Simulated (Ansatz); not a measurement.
**ZnFCl: the cell at several levels of theory**

One table from this session's results is given with a row withheld; the runs are named, their logs left out.

Program: Ansatz 0.2.0. PAW datasets, plane waves, zero pressure. All values are calculated for a non-magnetic cell, which may be hypothetical.

## The structure to begin with

The sheet's in-plane cell has a = 2.799 Å, b = 2.799 Å (γ = 120.0°), and its outermost atoms lie 2.27 Å apart along the normal. Around Zn lie 3 F at 1.98 Å and 3 Cl at 1.98 Å; around F lie 3 Zn at 1.98 Å; around Cl lie 3 Zn at 1.98 Å.

As a file:

```xyz
3
Lattice="2.7990 0.0000 0.0000 -1.3995 2.4240 0.0000 0.0000 0.0000 18.0000" Properties=species:S:1:pos:R:3 pbc="T T F"
Zn    0.0000    0.0000    9.0000
F     0.0000    1.6160   10.1374
Cl    1.3995    0.8080    7.8626
```
Two periodic directions, a and b.

The first run:

input.yaml reads:

```yaml
crystal:
  lattice:
    - [2.79903868, 0.0, 0.0]
    - [-1.39951934, 2.4240386031, 0.0]
    - [0.0, 0.0, 18.0]
  atoms:
    - { symbol: Zn, position: [0.0, 0.0, 0.5] }
    - { symbol: F, position: [0.3333333333, 0.6666666667, 0.5631864366] }
    - { symbol: Cl, position: [0.6666666667, 0.3333333333, 0.4368135634] }
  periodic: [true, true, false]
kpoints:
  mp_grid: { grid: [12, 12, 1] }
hamiltonian:
  xc: pbe
scf:
  occupations: { method: fermi_dirac, width: 0.02 }
relax:
  f_tol: 0.005
  cell: {}
```

Started as:

```
ansatz run input.yaml --threads 4 --pin off --max-ram 5529MiB --backend cpu --events-out ev --progress --plain --runs-dir out
```

Among the steps run: Relaxing with PBE; Relaxation with r2SCAN; PBEsol: cell and atoms; LDA: cell and atoms; HSE06: cell and atoms.

One of the session's tables, all rows but one given; the rest of the session is left out.

| level | a (Å) | area (Å²/atom) |
| --- | --- | --- |
| PBE | 3.402 | 3.342 |
| r2SCAN | ? | ? |
| PBEsol | 3.337 | 3.215 |
| LDA | 3.287 | 3.119 |
| HSE06 | 3.373 | 3.284 |

Q: Estimate the row for r2SCAN from the others.

**Answer.** a (Å): 3.353; area (Å²/atom): 3.245. In the column «a (Å)» it lies between PBEsol (3.337) and HSE06 (3.373).

In words: The first relaxation changed the area by +47.8 % from the start. LDA gives the smallest cell and PBE the largest; they differ by 7.1 % in area, a mean of 3.5 % in length. The meshes differ: PBE 12×12×1, r2SCAN 12×12×1, PBEsol 12×12×1, LDA 12×12×1, HSE06 6×6×1.

To keep in mind: Warnings in the runs' records: slab cell height set, xc potential rough in thin density.
